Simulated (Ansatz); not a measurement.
# AuBr: geometry and frequencies at several levels

An exercise on one series of results from a longer session: the logs are not shown, and one member is left open.

Program: Ansatz 0.2.0. Level of theory: the levels named in each step. These are calculated values, not measurements.

## The structure to begin with

Bond lengths: Br1–Au2 2.345 Å.

Coordinates:

```xyz
2

Br    0.0000    0.0000    0.0000
Au    0.0000    0.0000    2.3454
```

Set-up of the first run:

Input file input.yaml:

```yaml
crystal:
  periodic: [false, false, false]
  atoms:
    - { symbol: Br, position_ang: [0.0, 0.0, -0.00024457] }
    - { symbol: Au, position_ang: [0.0, 0.0, 2.34560457] }
basis:
  gaussian: { orbitals: def2-TZVPP }
hamiltonian:
  xc: pbe0
  dispersion: d4
phonons: {}
```

Started as:

```sh
$ ansatz run input.yaml --threads 2 --pin off --max-ram 5120MiB --backend cpu --events-out ev --progress --plain --runs-dir out
```

Among the steps run: Frequencies, PBE0-D4/def2-TZVPP; Relaxation, PBE-D4/def2-TZVPP; Frequencies, PBE-D4/def2-TZVPP; Relaxation, r2SCAN-D4/def2-TZVPP; Frequencies, r2SCAN-D4/def2-TZVPP; Relaxation, B3LYP-D4/def2-TZVPP; Frequencies, B3LYP-D4/def2-TZVPP; Relaxation, B2PLYP/def2-TZVPP; Frequencies, B2PLYP/def2-TZVPP.

One table of the session follows, with a row left open; its other results are not shown here.

It belongs to the step «Geometries side by side». 

```
               level  Br1–Au2 (Å)  rotational constants (MHz)  dipole (D)  highest frequency (cm⁻¹)
  PBE0-D4/def2-TZVPP       2.3458                        1630        3.55                       254
   PBE-D4/def2-TZVPP       2.3533                      1619.6        2.87                       247
r2SCAN-D4/def2-TZVPP       2.3364                      1643.2        3.19                       257
 B3LYP-D4/def2-TZVPP            ?                           ?           ?                         ?
   B2PLYP/def2-TZVPP       2.3512                      1622.6        3.44                       254
```

Estimate the missing values for B3LYP-D4/def2-TZVPP.

The run gave: Br1–Au2 (Å): 2.3767; rotational constants (MHz): 1587.9; dipole (D): 3.34; highest frequency (cm⁻¹): 241. In the column «Br1–Au2 (Å)» it is the highest.
